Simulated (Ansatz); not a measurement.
# Br2H2O2Zr: a ladder of functionals and wavefunction methods

The task here is to estimate one member of a computed series from the others.

Method: functionals in def2-TZVPP, the program's frozen cores in correlated methods; program: Ansatz 0.2.0, Gaussian basis.

Plan: LDA (SPW92), PBE-D4, revPBE-D4, BLYP-D4, r2SCAN-D4, B97M-V, PBE0-D4, B3LYP-D4, r2SCANh-D4, r2SCAN0-D4, HSE06-D4, BHLYP-D4, CAM-B3LYP-D4, LC-ωPBE, ωB97X-V, ωB97M-V, B2PLYP, PBE-QIDH; CCSD(T)/def2-SVP; CCSD(T)/def2-TZVPP; MP2/def2-QZVPP; extrapolation to the limit; RPA on PBE.

## Structure used throughout

The geometry comes from an earlier relaxation with PBE0-D4 in a triple-zeta def2 set; it is a stationary point, not always the lowest conformer. Zr takes the def2 core potential; no spin-orbit term is included.

SMILES `[OH][Zr]([OH])([Br])[Br]`, 7 atoms, charge 0, spin multiplicity 1.

Atoms are counted from 1 here; the program's logs count them from 0.

Bond lengths: O1–Zr2 1.890 Å, O1–H6 0.953 Å, Zr2–O3 1.890 Å, Zr2–Br4 2.515 Å, Zr2–Br5 2.515 Å, O3–H7 0.953 Å. Angles: Zr2–O1–H6 171.7°, O1–Zr2–O3 110.6°, O1–Zr2–Br4 108.9°, O1–Zr2–Br5 108.9°, O3–Zr2–Br4 108.9°, O3–Zr2–Br5 108.9°, Br4–Zr2–Br5 110.6°, Zr2–O3–H7 171.7°.

The first run:

in.yaml reads:

```yaml
crystal:
  periodic: [false, false, false]
  atoms:
    - {symbol: O, position_ang: [-1.183156, 0.712077, 0.988508]}
    - {symbol: Zr, position_ang: [-0.046769, 0.075478, -0.381453]}
    - {symbol: O, position_ang: [1.346113, -0.976004, 0.344947]}
    - {symbol: Br, position_ang: [-1.393545, -1.338177, -1.966603]}
    - {symbol: Br, position_ang: [0.958865, 2.041157, -1.585491]}
    - {symbol: H, position_ang: [-1.672682, 0.965329, 1.766391]}
    - {symbol: H, position_ang: [1.991184, -1.479870, 0.833691]}
basis:
  gaussian: {orbitals: def2-TZVPP}
hamiltonian: {xc: lda}
output: {orbitals: {seedname: orbitals}}
```

Started as:

```bash
$ ansatz run in.yaml --threads 4 --pin off --events-out ev --progress --plain --max-ram 11315MiB
```

Among the steps run: LDA; PBE-D4 (GGA); revPBE-D4 (GGA); BLYP-D4 (GGA); r2SCAN-D4 (meta-GGA); B97M-V (meta-GGA); PBE0-D4 (hybrid); B3LYP-D4 (hybrid); r2SCANh-D4 (hybrid); r2SCAN0-D4 (hybrid); HSE06-D4 (hybrid); BHLYP-D4 (hybrid); CAM-B3LYP-D4 (range-separated); LC-ωPBE (range-separated); ωB97X-V (range-separated); ωB97M-V (range-separated); B2PLYP (double hybrid); PBE-QIDH (double hybrid).

One table of the session follows, with a row left open; its other results are not shown here.

It belongs to the step «Frontier levels by functional». 

| functional | HOMO (eV) | LUMO (eV) | gap (eV) |
| --- | --- | --- | --- |
| LDA (SPW92) | -7.17 | -2.51 | 4.67 |
| PBE-D4 | -7.00 | -2.28 | 4.72 |
| revPBE-D4 | -6.94 | -2.20 | 4.74 |
| BLYP-D4 | -6.82 | -2.16 | 4.66 |
| r2SCAN-D4 | -7.35 | -2.15 | 5.21 |
| B97M-V | -7.39 | -2.09 | 5.30 |
| PBE0-D4 | -8.26 | -1.51 | 6.75 |
| B3LYP-D4 | -7.99 | -1.71 | 6.27 |
| r2SCANh-D4 | -7.81 | -1.86 | 5.95 |
| r2SCAN0-D4 | -8.50 | -1.42 | 7.07 |
| HSE06-D4 | -7.87 | -1.89 | 5.98 |
| BHLYP-D4 | -9.35 | -0.58 | 8.77 |
| CAM-B3LYP-D4 | -9.53 | -0.45 | 9.08 |
| LC-ωPBE | ? | ? | ? |
| ωB97X-V | -10.55 | 0.58 | 11.13 |
| ωB97M-V | -10.41 | 0.46 | 10.88 |

Estimate the missing values for LC-ωPBE.

**Answer.** HOMO (eV): -10.91; LUMO (eV): 0.67; gap (eV): 11.58. In the column «HOMO (eV)» it is the lowest.
